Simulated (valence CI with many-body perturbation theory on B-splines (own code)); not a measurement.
# Levels and ionisation energy of Ru²³⁺

Aim: the low levels of Ru²³⁺, its ionisation energy, and how pure its levels are, set against NIST.

The numbers are computed with an in-house CI+MBPT code version 3 (configuration interaction of the valence electrons, many-body perturbation theory for a frozen closed Dirac-Fock core, no-pair Dirac Hamiltonian, B-spline basis), except any that are marked as measured or tabulated.

### 1 What is computed

* element: ruthenium (Z = 44, A = 102)
* charge: +23
* frozen core: [Ar]
* start configuration of the valence electrons: 3d3
* nuclear rms radius: 4.4809 fm

### 2 The calculation

Settings of the run:

```ini
atom Ru  Z=44  mass_number=102  rms_radius_fm=4.4809
core [Ar]
valence 3d3
avg = 1
basis = L
breit = 1
cap = 40000
capref = 1200
cscale = 1
de = 0.0
dress = 0
eps = 2e-08
h = 0.27
hh = 1
l2 = 3
lcore = 6
maxit = 60
n2 = 5
natural = 1
nlev = 60
nno = [6, 6, 7, 6, 4, 3, 1]
nroot = 26
nsp = [3, 3, 3, 2, 1, 0, 0]
pt2 = 1
qed = 1
rpa = 1
s1 = 1
s2 = 1
s3 = 1
screen = 1
tol = 2e-05
```

Started as:

```sh
> python run_cv.py task.json out
```

task.json holds these settings.

Q: Predict the results.

The runs gave:

```
                                  quantity                computed                            tabulated
                              lowest level              3d3 ⁴F 3/2                            3d3 ⁴F3/2
                          first excitation  3d3 ⁴F 5/2, 23341 cm⁻¹                                    -
        ionisation energy, to 3d2 ³F J = 2               1116.0 eV  1115 ± 4 eV (tabulated theoretical)
     hyperfine A/(μ/I) of the lowest level               14409 MHz                                    -
no level missing from the run's list below             897751 cm⁻¹                                    -
```

What this shows: The ionisation energy is 1.0 eV (0.09 %) above the NIST entry, whose uncertainty is 4 eV. Of the added terms Σ2 moves the ionisation energy most, by +4.93 eV. The lowest level is 100 % 3d3. Cautions: by estimate terms of an open d or f shell hold to a few per cent; only levels of one parity were solved.
